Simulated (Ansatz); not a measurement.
Write a Python script for the Python package of Ansatz (0.2.0) that makes a single point from a YAML input of Cs, space group P6_3/mmc. Settings: r2SCAN, PAW, cutoff 600 eV, 5×5×3 k-points, Fermi-Dirac smearing of 0.1 eV.

Contents of `cs.yaml`:
```yaml
crystal:
  lattice:
    - [5.566306, 0.0, 0.0]
    - [-2.783153, 4.820562, 0.0]
    - [0.0, 0.0, 9.258479]
  atoms:
    - { symbol: Cs, position: [0.333333, 0.666667, 0.25] }
    - { symbol: Cs, position: [0.666667, 0.333333, 0.75] }
kpoints:
  mp_grid: { grid: [5, 5, 3] }
hamiltonian:
  xc: r2scan
scf:
  occupations: { method: fermi_dirac, width: 0.1 }
basis:
  ecutwfc: "600 eV"
output:
  forces: true
```

Script `yaml_run_cs.py`:
```python
"""Run a YAML input for Cs from Python."""

import logging
import sys
import warnings

import ansatz as az
import pandas as pd

logging.basicConfig(stream=sys.stdout, format="[%(levelname)s] %(message)s")
log = logging.getLogger("calc")
log.setLevel(logging.INFO)

warnings.simplefilter("ignore", az.DeckWarning)

done = az.Session.from_deck("cs.yaml").plan().execute()
data = done.report

energy = data["free_energy_ev"]
log.info("Cs: {:.6f} eV = {:.6f} Ry = {:.6f} Ha".format(energy, energy / 13.605693, energy / 27.211386))
log.info("Fermi level {:.4f} eV, {} k-points, {} symmetry operations".format(data["fermi_energy_ev"], data["n_kpoints"], data["n_symmetry_ops"]))

# forces in eV per angstrom
table = pd.DataFrame(data["forces_ev_ang"], columns=["fx", "fy", "fz"])
table.insert(0, "atom", [site["symbol"] for site in data["lattice"]["sites"]])
print(table.round(4).to_string())

print("doubts on the final state:", data["published_state_doubts"] or "none")
print("warnings:", sorted({n["data"]["kind"] for n in done.notices if n["data"].get("severity") in ("warning", "doubt")}) or "none")
```

Running `python yaml_run_cs.py` prints:
```text
[INFO] Cs: -11371.902671 eV = -835.819438 Ry = -417.909719 Ha
[INFO] Fermi level 2.0094 eV, 10 k-points, 24 symmetry operations
  atom   fx   fy   fz
0   Cs -0.0  0.0  0.0
1   Cs  0.0 -0.0  0.0
doubts on the final state: none
warnings: none
```

What to keep in mind:
- Absolute energies stand on the zero of these potentials, so only differences at equal settings mean something. A total without «per atom» is that of the cell as typed.
- The mesh is modest for a metal, so energies can be off by several to tens of meV an atom and pressures by half a GPa or more; differences at equal mesh fare better.
- Only differences from the Fermi energy are physical; the zero of the scale is a convention.
- This isn't the structure that Cs takes at ambient conditions.
- Timing: 8.8 s on 1 thread of Arm Neoverse V1, on a shared host, peak memory 1.2 GiB.

(Lines on the test bed's own set-up are left out of the output.)
